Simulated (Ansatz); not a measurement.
# HfO+ (doublet): the correlation ladder, def2-QZVPP

The task here is to estimate one member of a computed series from the others.

Method: def2-QZVPP, core rule «outside noble gas», up to 5 orbitals frozen; program: Ansatz 0.2.0, Gaussian basis.

To be run: UHF; ROHF; CCSD(T) on UHF.

### The geometry

The geometry is a PBE0/def2-TZVP stationary point (not a proven minimum) of the parent state, kept for this charge and spin. No spin-orbit coupling is included. Elements past krypton take def2 core potentials.

2 atoms, charge 1, spin multiplicity 2.

Atoms are counted from 1 here; the program's logs count them from 0.

Bond lengths: Hf1–O2 1.914 Å.

Set-up of the first run:

Contents of in.yaml:

```yaml
crystal:
  periodic: [false, false, false]
  atoms:
    - {symbol: Hf, position_ang: [0.000000, 0.000000, 0.000000]}
    - {symbol: O, position_ang: [0.000000, 0.000000, 1.914000]}
basis:
  gaussian: {orbitals: "def2-QZVPP.json"}
total_charge: 1
magnetization: {spin_polarized: true, initial_magnetization: 1}
hamiltonian: {xc: hf}
output: {orbitals: {seedname: orbitals}}
```

Launch:

```
ansatz run in.yaml --threads 1 --pin off --events-out ev --progress --plain --max-ram 2816MiB --backend cpu
```

Among the steps run: UHF; ROHF; CCSD(T) on UHF.

One of the session's tables, all rows but one given; the rest of the session is left out.

| method | from UCCSD(T) (meV) |
| --- | --- |
| ROHF | +9937.5 |
| UHF | ? |
| UMP2 | +1857.6 |
| UCCSD | +606.4 |
| UCCSD(T) | 0 |

Q: Estimate the row for UHF from the others.

As computed: from UCCSD(T) (meV): +9528.6. In the column «from UCCSD(T) (meV)» it lies between UMP2 (+1857.6) and ROHF (+9937.5).

The program flags UCCSD(T) as in doubt (see the logs), so the zero of the table is itself unsure.

Limits of these values: The determinant of HF (⟨S²⟩ 1.46) is far from a pure spin state, so its energy mixes those of several spin states; that is harmless only where they are near-degenerate. The determinant of CCSD(T) (⟨S²⟩ 1.46) is far from a pure spin state, so its energy mixes those of several spin states; high orders of coupled cluster remove much of that, low ones don't. The program flags UCCSD(T) as in doubt, so the zero of the table is itself unsure.
